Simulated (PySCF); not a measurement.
**TlF−: from the state search to spectroscopic constants**

One table from this session's results is given with a row withheld; the runs are named, their logs left out.

Program: PySCF 2.14.0. Level of theory: Tl aug-cc-pVDZ-PP with ECP60, F aug-cc-pVDZ, scalar-relativistic core potentials. These are calculated values, not measurements.

2 further runs of the same task are left out: 2 set aside as unsound or not needed.

The first run:

Settings of the job:

```
atoms                         : Tl, F
charge                        : -1
basis                         : Tl aug-cc-pVDZ-PP with ECP60, F aug-cc-pVDZ
Hamiltonian                   : scalar-relativistic core potentials
basis functions               : 55
electrons treated             : 31
masses in u                   : 204.9744, 18.9984
levels                        : PBE0, PBE, r²SCAN, B2PLYP, TPSS, revPBE, HF, MP2, SCS-MP2, CCSD, CCSD(T)
grid                          : 80 radial by 434 angular points
occupations                   : held fixed by the projection of orbital angular momentum
dissociation limit            : Tl + F−, each in its ground configuration
starting distance in angstrom : 2.145
values of 2S to try           : 1, 3
```

The run is started by

```bash
OMP_NUM_THREADS=1 python dia.py task.json out
```

Steps of the session up to this table: Set-up; First curve: PBE0; PBE; r²SCAN (meta-GGA); B2PLYP; TPSS (meta-GGA); revPBE; UHF (mean field); Adding correlation.

One table of the session follows, with a row left open; its other results are not shown here.

It belongs to the step «The curves together». Energy (eV) from each level's lowest point:

```
R (Å)    UHF  UHF-MP2  UHF-SCS-MP2  UHF-CCSD  UHF-CCSD(T)
1.902  0.647    0.685        0.708       n/a          n/a
1.991  0.262    0.284        0.300     0.283        0.290
2.079  0.070    0.080        0.089     0.081        0.084
2.146      ?        ?            ?         ?            ?
2.212  0.000    0.000        0.000     0.000        0.000
2.278  0.024    0.022        0.018     0.021        0.020
2.367  0.090    0.089        0.079     0.086        0.084
2.477  0.205    0.207        0.191     0.201        0.200
2.610  0.360    0.372        0.349     0.361        0.361
2.787  0.565    0.593        0.562       n/a          n/a
```

**Question.** Estimate the row for R (Å) = 2.146.

Worked estimate for «UHF». A straight line through the neighbours (2.079, 0.070) and (2.212, 0.000) gives 0.070 + (0.000 − 0.070) × (2.146 − 2.079) / (2.212 − 2.079) = 0.035; a parabola fitted to 4 rows on both sides gives 0.006.

The run gave: UHF: 0.010; UHF-MP2: 0.014; UHF-SCS-MP2: 0.019; UHF-CCSD: 0.015; UHF-CCSD(T): 0.016. In «UHF» the line misses by +0.025 and the parabola by -0.004.
